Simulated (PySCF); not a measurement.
# A gas-phase reaction: CuGeH4N + H3N → GeH5N + CuH2N

Wanted: the reaction energy for `[Cu][NH][GeH3]` + `N` → `[NH2][GeH3]` + `[NH2][Cu]`.

Computed with PySCF 2.14.0; each step states its level. No surroundings beyond the atoms listed, unless a continuum is named. Atoms count from 0, parts from 1.

## 1. Starting point

Each species was relaxed by itself at PBE0-D3(BJ)/def2-SVPD.

## 2. Energies of the species: wB97M-D3(BJ)/def2-TZVPD

What the job is given:

```
{"job": {"kind": "react", "xc": "wB97M-D3(BJ)", "basis": "def2-TZVPD"}, "charge": 0, "multiplicity": 1}
-1 CuGeH4N charge 0 multiplicity 1
Cu     1.923090     0.274730    -1.464380
N      0.443600     0.871930    -0.596050
Ge    -0.370160    -0.330700     0.526770
H     -0.215190     1.275660    -1.263100
H     -1.539360     0.362960     1.266810
H     -0.945700    -1.605240    -0.149380
H      0.687930    -0.788420     1.551780

-1 H3N charge 0 multiplicity 1
N      0.006270    -0.001430     0.284480
H      0.935950    -0.144930    -0.098850
H     -0.588680    -0.733480    -0.092350
H     -0.336000     0.881140    -0.084000

+1 GeH5N charge 0 multiplicity 1
N      1.096190     0.250250     0.183660
Ge    -0.714540    -0.056270     0.010360
H      1.543210     0.671690    -0.623450
H      1.644920    -0.550750     0.477170
H     -1.082950    -1.079540    -1.090200
H     -1.361910     1.295080    -0.327720
H     -1.206120    -0.583460     1.366810

+1 CuH2N charge 0 multiplicity 1
N      0.280770    -0.144550    -0.204780
Cu    -0.211060     1.532280     0.297140
H      0.328400    -0.741500     0.623440
H     -0.458800    -0.551950    -0.780660
```

Method: wB97M-D3(BJ)/def2-TZVPD reaction energy of separated species, gas phase.

Started as:

```
$ OMP_NUM_THREADS=1 python cluster_run.py task.json out
```

This one command runs all jobs of the session in turn.

Log:

```text
species 1 (CuGeH4N)
coarse grid: 29864 points
cycle   1  E = -3774.2602125799  dE = -5.874e-01  |g| = 2.407e+00  |ddm| = 2.296e+00
cycle   2  E = -3773.3044788531  dE =  9.557e-01  |g| = 4.262e+00  |ddm| = 2.081e+00
cycle   3  E = -3774.7400880734  dE = -1.436e+00  |g| = 2.383e-01  |ddm| = 1.226e+00
cycle   4  E = -3774.7450120245  dE = -4.924e-03  |g| = 1.008e-01  |ddm| = 1.864e-01
cycle   5  E = -3774.7459299204  dE = -9.179e-04  |g| = 2.396e-02  |ddm| = 6.804e-02
cycle   6  E = -3774.7461118538  dE = -1.819e-04  |g| = 5.983e-03  |ddm| = 3.533e-02
cycle   7  E = -3774.7461467729  dE = -3.492e-05  |g| = 6.119e-03  |ddm| = 1.588e-02
cycle   8  E = -3774.7461641045  dE = -1.733e-05  |g| = 1.674e-03  |ddm| = 1.181e-02
cycle   9  E = -3774.7461679208  dE = -3.816e-06  |g| = 8.161e-04  |ddm| = 5.958e-03
final grid: 58560 points
cycle  10  E = -3774.7460536443  dE = -6.964e-07  |g| = 1.005e-03  |ddm| = 2.569e-03
cycle  11  E = -3774.7460536833  dE = -3.894e-08  |g| = 2.389e-03  |ddm| = 1.651e-03
cycle  12  E = -3774.7460541200  dE = -4.367e-07  |g| = 3.686e-04  |ddm| = 5.694e-04
cycle  13  E = -3774.7460543338  dE = -2.138e-07  |g| = 2.469e-04  |ddm| = 1.478e-03
cycle  14  E = -3774.7460543937  dE = -5.993e-08  |g| = 4.958e-05  |ddm| = 1.064e-03
cycle  15  E = -3774.7460543952  dE = -1.512e-09  |g| = 1.347e-05  |ddm| = 1.347e-04
cycle  16  E = -3774.7460543954  dE = -1.455e-10  |g| = 7.987e-06  |ddm| = 4.015e-05
converged SCF energy = -3774.7460543954

species 2 (H3N)
coarse grid: 12536 points
cycle   1  E = -56.5694014532  dE = -1.294e-01  |g| = 3.024e-01  |ddm| = 1.089e+00
cycle   2  E = -56.5779552660  dE = -8.554e-03  |g| = 2.716e-01  |ddm| = 2.676e-01
cycle   3  E = -56.5918772855  dE = -1.392e-02  |g| = 2.124e-02  |ddm| = 1.115e-01
cycle   4  E = -56.5919828816  dE = -1.056e-04  |g| = 5.194e-03  |ddm| = 1.728e-02
cycle   5  E = -56.5919940188  dE = -1.114e-05  |g| = 7.323e-04  |ddm| = 8.716e-03
cycle   6  E = -56.5919944340  dE = -4.152e-07  |g| = 1.111e-04  |ddm| = 3.176e-03
final grid: 27112 points
cycle   7  E = -56.5919839942  dE = -1.602e-08  |g| = 6.435e-05  |ddm| = 7.490e-04
cycle   8  E = -56.5919839963  dE = -2.070e-09  |g| = 5.208e-05  |ddm| = 2.429e-04
cycle   9  E = -56.5919839969  dE = -6.572e-10  |g| = 1.229e-05  |ddm| = 5.101e-05
converged SCF energy = -56.5919839969

species 3 (GeH5N)
coarse grid: 24896 points
cycle   1  E = -2134.7616206540  dE = -7.140e-01  |g| = 6.554e-01  |ddm| = 2.075e+00
cycle   2  E = -2134.7645231933  dE = -2.903e-03  |g| = 6.859e-01  |ddm| = 7.460e-01
cycle   3  E = -2134.8113272601  dE = -4.680e-02  |g| = 2.478e-02  |ddm| = 3.492e-01
cycle   4  E = -2134.8114963039  dE = -1.690e-04  |g| = 1.495e-02  |ddm| = 3.524e-02
cycle   5  E = -2134.8115385352  dE = -4.223e-05  |g| = 4.833e-03  |ddm| = 1.220e-02
cycle   6  E = -2134.8115442200  dE = -5.685e-06  |g| = 6.035e-04  |ddm| = 6.734e-03
final grid: 50896 points
cycle   7  E = -2134.8114616167  dE = -1.984e-07  |g| = 3.500e-04  |ddm| = 1.909e-03
cycle   8  E = -2134.8114616386  dE = -2.184e-08  |g| = 3.547e-04  |ddm| = 8.332e-04
cycle   9  E = -2134.8114616635  dE = -2.493e-08  |g| = 4.326e-05  |ddm| = 1.760e-04
cycle  10  E = -2134.8114616653  dE = -1.805e-09  |g| = 1.940e-05  |ddm| = 2.377e-04
cycle  11  E = -2134.8114616655  dE = -1.528e-10  |g| = 6.993e-06  |ddm| = 7.348e-05
converged SCF energy = -2134.8114616655

species 4 (CuH2N)
coarse grid: 17504 points
cycle   1  E = -1696.0773840842  dE = -3.880e-02  |g| = 2.300e+00  |ddm| = 1.568e+00
cycle   2  E = -1695.1518977736  dE =  9.255e-01  |g| = 4.155e+00  |ddm| = 1.915e+00
cycle   3  E = -1696.5171192337  dE = -1.365e+00  |g| = 2.051e-01  |ddm| = 1.172e+00
cycle   4  E = -1696.5218267681  dE = -4.708e-03  |g| = 4.597e-02  |ddm| = 1.338e-01
cycle   5  E = -1696.5220918119  dE = -2.650e-04  |g| = 2.232e-02  |ddm| = 3.919e-02
cycle   6  E = -1696.5222312341  dE = -1.394e-04  |g| = 4.794e-03  |ddm| = 2.294e-02
cycle   7  E = -1696.5222648565  dE = -3.362e-05  |g| = 2.470e-03  |ddm| = 2.028e-02
cycle   8  E = -1696.5222700487  dE = -5.192e-06  |g| = 9.320e-04  |ddm| = 7.168e-03
final grid: 34776 points
cycle   9  E = -1696.5221975303  dE = -7.090e-07  |g| = 1.292e-03  |ddm| = 1.970e-03
cycle  10  E = -1696.5221973667  dE =  1.636e-07  |g| = 3.088e-03  |ddm| = 1.725e-03
cycle  11  E = -1696.5221980788  dE = -7.122e-07  |g| = 3.659e-04  |ddm| = 7.384e-04
cycle  12  E = -1696.5221983482  dE = -2.694e-07  |g| = 1.031e-04  |ddm| = 2.227e-03
cycle  13  E = -1696.5221983573  dE = -9.098e-09  |g| = 4.670e-05  |ddm| = 3.532e-04
cycle  14  E = -1696.5221983586  dE = -1.234e-09  |g| = 1.948e-05  |ddm| = 1.043e-04
cycle  15  E = -1696.5221983590  dE = -4.168e-10  |g| = 3.581e-06  |ddm| = 7.776e-05
converged SCF energy = -1696.5221983590

Reaction energy = 2.957 kcal/mol
```

Wall time 28 s (1 thread of Arm Neoverse V1, shared host); peak memory 0.65 GiB.

Species by species (with the dispersion term, which the log's SCF energies lack):

```
 ν         species  energy (Eh)  HOMO (eV)
-1  [Cu][NH][GeH3]  -3774.75204      -8.45
-1               N    -56.59358     -10.26
+1     [NH2][GeH3]  -2134.81634      -9.71
+1       [NH2][Cu]  -1696.52456      -8.40
```

## 3. Energies of the species: PBE0-D3(BJ)/def2-TZVPD

Same as in step 2 but for these lines:

```diff
@@ -1,2 +1,2 @@
-{"job": {"kind": "react", "xc": "wB97M-D3(BJ)", "basis": "def2-TZVPD"}, "charge": 0, "multiplicity": 1}
+{"job": {"kind": "react", "xc": "PBE0", "basis": "def2-TZVPD", "disp": "d3bj"}, "charge": 0, "multiplicity": 1}
 -1 CuGeH4N charge 0 multiplicity 1
```

Level: PBE0-D3(BJ)/def2-TZVPD reaction energy of separated species, gas phase.

Log:

```text
species 1 (CuGeH4N)
coarse grid: 29864 points
cycle   1  E = -3772.7121778332  dE =  3.959e-01  |g| = 3.884e+00  |ddm| = 2.526e+00
cycle   2  E = -3768.3618179733  dE =  4.350e+00  |g| = 7.398e+00  |ddm| = 4.477e+00
cycle   3  E = -3773.8643993748  dE = -5.503e+00  |g| = 1.380e+00  |ddm| = 3.779e+00
cycle   4  E = -3773.3350134427  dE =  5.294e-01  |g| = 1.630e+00  |ddm| = 1.907e+00
cycle   5  E = -3774.1073662943  dE = -7.724e-01  |g| = 1.195e-01  |ddm| = 1.518e+00
cycle   6  E = -3774.1107614751  dE = -3.395e-03  |g| = 6.884e-02  |ddm| = 1.868e-01
cycle   7  E = -3774.1111300326  dE = -3.686e-04  |g| = 1.887e-02  |ddm| = 3.656e-02
cycle   8  E = -3774.1111704683  dE = -4.044e-05  |g| = 4.863e-03  |ddm| = 1.288e-02
cycle   9  E = -3774.1111747359  dE = -4.268e-06  |g| = 1.255e-03  |ddm| = 5.134e-03
final grid: 58560 points
cycle  10  E = -3774.1111766936  dE =  8.713e-07  |g| = 3.291e-03  |ddm| = 3.001e-03
cycle  11  E = -3774.1111694856  dE =  7.208e-06  |g| = 9.327e-03  |ddm| = 5.265e-03
cycle  12  E = -3774.1111778258  dE = -8.340e-06  |g| = 7.041e-04  |ddm| = 3.460e-03
cycle  13  E = -3774.1111779134  dE = -8.756e-08  |g| = 8.736e-05  |ddm| = 4.594e-04
cycle  14  E = -3774.1111779152  dE = -1.784e-09  |g| = 4.214e-05  |ddm| = 1.150e-04
cycle  15  E = -3774.1111779160  dE = -8.158e-10  |g| = 1.242e-05  |ddm| = 8.200e-05
converged SCF energy = -3774.1111779160

species 2 (H3N)
coarse grid: 2928 points
cycle   1  E = -56.4893807202  dE = -9.634e-02  |g| = 3.707e-01  |ddm| = 1.101e+00
cycle   2  E = -56.4629576437  dE =  2.642e-02  |g| = 5.179e-01  |ddm| = 4.430e-01
cycle   3  E = -56.5200594149  dE = -5.710e-02  |g| = 1.576e-02  |ddm| = 2.486e-01
cycle   4  E = -56.5201079487  dE = -4.853e-05  |g| = 3.353e-03  |ddm| = 8.644e-03
cycle   5  E = -56.5201101192  dE = -2.170e-06  |g| = 3.223e-04  |ddm| = 2.234e-03
final grid: 27112 points
cycle   6  E = -56.5150236504  dE = -1.152e-05  |g| = 5.621e-03  |ddm| = 1.592e-02
cycle   7  E = -56.5150181713  dE =  5.479e-06  |g| = 7.695e-03  |ddm| = 5.936e-03
cycle   8  E = -56.5150299643  dE = -1.179e-05  |g| = 1.375e-04  |ddm| = 3.472e-03
cycle   9  E = -56.5150299685  dE = -4.177e-09  |g| = 3.208e-05  |ddm| = 9.580e-05
cycle  10  E = -56.5150299688  dE = -2.866e-10  |g| = 3.561e-06  |ddm| = 2.604e-05
converged SCF energy = -56.5150299688

species 3 (GeH5N)
coarse grid: 24896 points
cycle   1  E = -2134.3949360275  dE = -6.613e-01  |g| = 7.265e-01  |ddm| = 2.073e+00
cycle   2  E = -2134.3282558646  dE =  6.668e-02  |g| = 9.603e-01  |ddm| = 9.033e-01
cycle   3  E = -2134.4510508880  dE = -1.228e-01  |g| = 1.044e-01  |ddm| = 5.427e-01
cycle   4  E = -2134.4531906151  dE = -2.140e-03  |g| = 2.145e-02  |ddm| = 7.141e-02
cycle   5  E = -2134.4532600044  dE = -6.939e-05  |g| = 3.613e-03  |ddm| = 1.304e-02
cycle   6  E = -2134.4532632478  dE = -3.243e-06  |g| = 4.872e-04  |ddm| = 3.663e-03
final grid: 50896 points
cycle   7  E = -2134.4532581581  dE = -1.859e-08  |g| = 5.221e-04  |ddm| = 2.037e-03
cycle   8  E = -2134.4532581329  dE =  2.520e-08  |g| = 7.008e-04  |ddm| = 7.704e-04
cycle   9  E = -2134.4532582065  dE = -7.353e-08  |g| = 6.676e-05  |ddm| = 3.980e-04
cycle  10  E = -2134.4532582074  dE = -9.431e-10  |g| = 2.264e-05  |ddm| = 5.637e-05
converged SCF energy = -2134.4532582074

species 4 (CuH2N)
coarse grid: 17504 points
cycle   1  E = -1694.9025494768  dE =  8.387e-01  |g| = 3.699e+00  |ddm| = 1.898e+00
cycle   2  E = -1690.8700809276  dE =  4.032e+00  |g| = 7.123e+00  |ddm| = 3.993e+00
cycle   3  E = -1695.9626944046  dE = -5.093e+00  |g| = 1.286e+00  |ddm| = 3.340e+00
cycle   4  E = -1695.5733731148  dE =  3.893e-01  |g| = 1.427e+00  |ddm| = 1.717e+00
cycle   5  E = -1696.1656388819  dE = -5.923e-01  |g| = 9.071e-02  |ddm| = 1.359e+00
cycle   6  E = -1696.1682575315  dE = -2.619e-03  |g| = 2.790e-02  |ddm| = 1.513e-01
cycle   7  E = -1696.1683309858  dE = -7.345e-05  |g| = 1.136e-02  |ddm| = 1.766e-02
cycle   8  E = -1696.1683456602  dE = -1.467e-05  |g| = 1.395e-03  |ddm| = 6.543e-03
cycle   9  E = -1696.1683462025  dE = -5.423e-07  |g| = 5.288e-04  |ddm| = 1.613e-03
final grid: 34776 points
cycle  10  E = -1696.1683291419  dE =  1.331e-07  |g| = 1.386e-03  |ddm| = 9.237e-04
cycle  11  E = -1696.1683279480  dE =  1.194e-06  |g| = 4.017e-03  |ddm| = 1.983e-03
cycle  12  E = -1696.1683293109  dE = -1.363e-06  |g| = 2.372e-04  |ddm| = 1.331e-03
cycle  13  E = -1696.1683293227  dE = -1.176e-08  |g| = 2.180e-05  |ddm| = 1.847e-04
cycle  14  E = -1696.1683293227  dE = -9.436e-11  |g| = 8.733e-06  |ddm| = 2.149e-05
converged SCF energy = -1696.1683293227

Reaction energy = 3.358 kcal/mol
```

Run time: 14 s. Hardware: 1 thread of Arm Neoverse V1, shared host; peak memory 0.61 GiB.

Reaction energy at this level: 3.36 kcal/mol.

## 4. Reaction energy: MP2/def2-TZVPD

Same as in step 3 but for these lines:

```diff
@@ -1,2 +1,2 @@
-{"job": {"kind": "react", "xc": "PBE0", "basis": "def2-TZVPD", "disp": "d3bj"}, "charge": 0, "multiplicity": 1}
+{"job": {"kind": "react", "xc": "MP2", "basis": "def2-TZVPD"}, "charge": 0, "multiplicity": 1}
 -1 CuGeH4N charge 0 multiplicity 1
```

Method: MP2/def2-TZVPD reaction energy of separated species, gas phase.

Log:

```text
species 1 (CuGeH4N)
final grid: 58560 points
cycle   1  E = -3770.9521091455  dE = -9.818e-01  |g| = 1.075e+00  |ddm| = 2.157e+00
cycle   2  E = -3770.9346967149  dE =  1.741e-02  |g| = 1.334e+00  |ddm| = 8.765e-01
cycle   3  E = -3771.0713518687  dE = -1.367e-01  |g| = 9.266e-02  |ddm| = 3.643e-01
cycle   4  E = -3771.0729641697  dE = -1.612e-03  |g| = 4.646e-02  |ddm| = 9.100e-02
cycle   5  E = -3771.0735189711  dE = -5.548e-04  |g| = 1.497e-02  |ddm| = 5.748e-02
cycle   6  E = -3771.0736058966  dE = -8.693e-05  |g| = 5.926e-03  |ddm| = 2.271e-02
cycle   7  E = -3771.0736282545  dE = -2.236e-05  |g| = 2.794e-03  |ddm| = 1.198e-02
cycle   8  E = -3771.0736359902  dE = -7.736e-06  |g| = 9.739e-04  |ddm| = 7.344e-03
cycle   9  E = -3771.0736377273  dE = -1.737e-06  |g| = 5.101e-04  |ddm| = 3.500e-03
cycle  10  E = -3771.0736382238  dE = -4.965e-07  |g| = 1.757e-04  |ddm| = 2.252e-03
cycle  11  E = -3771.0736382893  dE = -6.559e-08  |g| = 7.797e-05  |ddm| = 9.177e-04
cycle  12  E = -3771.0736382941  dE = -4.728e-09  |g| = 1.818e-05  |ddm| = 2.445e-04
cycle  13  E = -3771.0736382944  dE = -3.511e-10  |g| = 7.493e-06  |ddm| = 6.350e-05
converged SCF energy = -3771.0736382944

species 2 (H3N)
final grid: 27112 points
cycle   1  E = -56.2058953477  dE = -1.621e-01  |g| = 2.298e-01  |ddm| = 1.073e+00
cycle   2  E = -56.2178847959  dE = -1.199e-02  |g| = 7.796e-02  |ddm| = 1.404e-01
cycle   3  E = -56.2190900524  dE = -1.205e-03  |g| = 2.444e-02  |ddm| = 4.020e-02
cycle   4  E = -56.2192493710  dE = -1.593e-04  |g| = 5.225e-03  |ddm| = 1.749e-02
cycle   5  E = -56.2192634980  dE = -1.413e-05  |g| = 1.112e-03  |ddm| = 7.204e-03
cycle   6  E = -56.2192647170  dE = -1.219e-06  |g| = 2.934e-04  |ddm| = 3.286e-03
cycle   7  E = -56.2192648116  dE = -9.465e-08  |g| = 4.961e-05  |ddm| = 9.840e-04
cycle   8  E = -56.2192648137  dE = -2.082e-09  |g| = 4.564e-06  |ddm| = 1.082e-04
cycle   9  E = -56.2192648137  dE = -1.353e-11  |g| = 5.842e-07  |ddm| = 2.273e-05
converged SCF energy = -56.2192648137

species 3 (GeH5N)
final grid: 50896 points
cycle   1  E = -2132.7182750026  dE = -7.918e-01  |g| = 4.047e-01  |ddm| = 2.059e+00
cycle   2  E = -2132.7456381527  dE = -2.736e-02  |g| = 2.555e-01  |ddm| = 3.759e-01
cycle   3  E = -2132.7518043820  dE = -6.166e-03  |g| = 3.580e-02  |ddm| = 1.591e-01
cycle   4  E = -2132.7522828733  dE = -4.785e-04  |g| = 5.870e-03  |ddm| = 4.950e-02
cycle   5  E = -2132.7523017874  dE = -1.891e-05  |g| = 1.268e-03  |ddm| = 1.310e-02
cycle   6  E = -2132.7523029620  dE = -1.175e-06  |g| = 4.658e-04  |ddm| = 3.940e-03
cycle   7  E = -2132.7523031028  dE = -1.409e-07  |g| = 2.132e-04  |ddm| = 1.170e-03
cycle   8  E = -2132.7523031343  dE = -3.148e-08  |g| = 5.761e-05  |ddm| = 5.185e-04
cycle   9  E = -2132.7523031372  dE = -2.895e-09  |g| = 1.167e-05  |ddm| = 1.768e-04
cycle  10  E = -2132.7523031374  dE = -1.369e-10  |g| = 2.622e-06  |ddm| = 3.544e-05
converged SCF energy = -2132.7523031374

species 4 (CuH2N)
final grid: 34776 points
cycle   1  E = -1694.4346903281  dE = -3.762e-01  |g| = 1.012e+00  |ddm| = 1.370e+00
cycle   2  E = -1694.4053957759  dE =  2.929e-02  |g| = 1.296e+00  |ddm| = 7.327e-01
cycle   3  E = -1694.5322835951  dE = -1.269e-01  |g| = 6.604e-02  |ddm| = 3.309e-01
cycle   4  E = -1694.5333929384  dE = -1.109e-03  |g| = 3.280e-02  |ddm| = 6.520e-02
cycle   5  E = -1694.5337773602  dE = -3.844e-04  |g| = 1.389e-02  |ddm| = 4.343e-02
cycle   6  E = -1694.5338847362  dE = -1.074e-04  |g| = 4.462e-03  |ddm| = 2.828e-02
cycle   7  E = -1694.5339055419  dE = -2.081e-05  |g| = 1.574e-03  |ddm| = 1.259e-02
cycle   8  E = -1694.5339102165  dE = -4.675e-06  |g| = 7.767e-04  |ddm| = 5.546e-03
cycle   9  E = -1694.5339113849  dE = -1.168e-06  |g| = 2.883e-04  |ddm| = 3.275e-03
cycle  10  E = -1694.5339115620  dE = -1.771e-07  |g| = 1.043e-04  |ddm| = 1.555e-03
cycle  11  E = -1694.5339115740  dE = -1.207e-08  |g| = 2.670e-05  |ddm| = 3.709e-04
cycle  12  E = -1694.5339115748  dE = -7.767e-10  |g| = 8.189e-06  |ddm| = 7.694e-05
converged SCF energy = -1694.5339115748

Reaction energy = 4.858 kcal/mol
```

Wall time 7.1 s (1 thread of Arm Neoverse V1, shared host); peak memory 0.51 GiB.

Reaction energy at this level: 4.86 kcal/mol.

## 5. Side by side

Energies in kcal/mol, with wall time:

```
                    run  reaction   time
wB97M-D3(BJ)/def2-TZVPD      2.96   28 s
 PBE0-D3(BJ)/def2-TZVPD      3.36   14 s
         MP2/def2-TZVPD      4.86  7.1 s
```

## 6. What came out

```
                                                quantity                  value
               reaction energy (wB97M-D3(BJ)/def2-TZVPD)          2.96 kcal/mol
                     ΔH, ΔG at 298 K (xTB thermal terms)    +2.7, +1.8 kcal/mol
range of the reaction energy over the runs of this table  2.96 to 4.86 kcal/mol
```

The reaction is endothermic by 2.7 kcal/mol in the gas phase; dispersion gives +0.21, and xTB itself gave 3.08 for the electronic energy (xTB energies and thermal terms come from the earlier relaxation of each species, not shown). No barrier was sought. The reaction energy runs from 2.96 (wB97M-D3(BJ)/def2-TZVPD) to 4.86 kcal/mol (MP2/def2-TZVPD).
